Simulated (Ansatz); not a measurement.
## CsBa3 and its elements: a formation energy from the elements

Computed with Ansatz's Python interface.

`csba3_formation.py`:
```python
'''Formation energy of CsBa3 from the elements, after relaxing cells and atoms.'''

from collections import Counter
import warnings

import ansatz as az
import numpy as np

config = {
    'xc': 'pbe',
    'cutoff': 470,
    'kspacing': 0.14,
    'filling': 'gaussian',
    'width_ev': 0.05,
}

PHASES = {
    'CsBa3': (
        [[6.604371, 0.0, 0.0], [0.0, 6.604371, 0.0], [0.0, 0.0, 6.604371]],
        [
            ('Cs', [0.0, 0.0, 0.0]),
            ('Ba', [0.0, 0.5, 0.5]),
            ('Ba', [0.5, 0.0, 0.5]),
            ('Ba', [0.5, 0.5, 0.0]),
        ],
    ),
    'Cs': (
        [[-3.0335, 3.0335, 3.0335], [3.0335, -3.0335, 3.0335], [3.0335, 3.0335, -3.0335]],
        [
            ('Cs', [0.0, 0.0, 0.0]),
        ],
    ),
    'Ba': (
        [[-2.5065, 2.5065, 2.5065], [2.5065, -2.5065, 2.5065], [2.5065, 2.5065, -2.5065]],
        [
            ('Ba', [0.0, 0.0, 0.0]),
        ],
    ),
}


def build(vectors, sites):
    crystal = az.Crystal(lattice=az.Lattice.of(vectors))
    for symbol, position in sites:
        crystal = crystal.atom(symbol, position)
    return crystal


def solve(name, crystal):
    calc = (
        crystal.calculation()
        .functional(config['xc'])
        .basis(config['cutoff'])
        .kpoints(spacing=config['kspacing'])
        .occupations(config['filling'], width=config['width_ev'])
        .stress()
    )
    calc = calc.relax(force_tolerance=0.03, cell=True)
    return calc.run(threads=1)


def counts(outcome):
    return Counter(site.symbol for site in outcome.lattice.sites)

def formation_energy(outcome, mu):
    n = counts(outcome)
    return (outcome.report['energy_sigma0_ev'] - sum(k * mu[element] for element, k in n.items())) / sum(n.values())


def volume_per_atom(outcome):
    return abs(np.linalg.det(outcome.lattice.cell_ang)) / len(outcome.lattice.sites)


def main() -> None:
    warnings.simplefilter('ignore', az.DeckWarning)

    phases = {name: build(*cell) for name, cell in PHASES.items()}

    done = {}
    for name, crystal in phases.items():
        done[name] = solve(name, crystal)
        print(f'{name}: {done[name].report["energy_sigma0_ev"]:.4f} eV, {len(done[name].lattice.sites)} atoms')

    # chemical potentials of the elements at zero temperature
    references = {'Cs': 'Cs', 'Ba': 'Ba'}
    mu = {element: done[name].report['energy_sigma0_ev'] / len(done[name].lattice.sites) for element, name in references.items()}

    target = done['CsBa3']
    heat = formation_energy(target, mu)
    rows = [(name, len(o.lattice.sites), volume_per_atom(o), formation_energy(o, mu)) for name, o in done.items()]
    print('     phase       atoms  V (A^3/atom)  E_form (eV/atom)')
    for row in rows:
        print(f'{str(row[0]):>10}  {row[1]:10d}  {row[2]:12.3f}  {row[3]:16.4f}')


if __name__ == '__main__':
    main()
```

Running `python csba3_formation.py` prints:
```text
CsBa3: -23518.7662 eV, 4 atoms
Cs: -5670.7654 eV, 1 atoms
Ba: -5949.5394 eV, 1 atoms
     phase       atoms  V (A^3/atom)  E_form (eV/atom)
     CsBa3           4        72.148            0.1543
        Cs           1       116.519            0.0000
        Ba           1        62.989            0.0000
```

Absolute energies stand on the zero of these potentials, so only differences at equal settings mean something. The meshes are coarse for the metals among these phases, whose energies can be off by up to 40 meV an atom. The cells come from databases of deposited and of computed structures, and not all need be stable phases. The compound is the structure given, not necessarily its lowest; energies are at zero temperature, with no correction for gases. A semilocal functional's error on such energies is often 0.05 to 0.1 eV an atom, and 0.1 to 0.3 eV against gases such as O2 or F2. The whole script took 49 s on 1 thread of Arm Neoverse V1, on a shared host, peak memory 0.62 GiB.
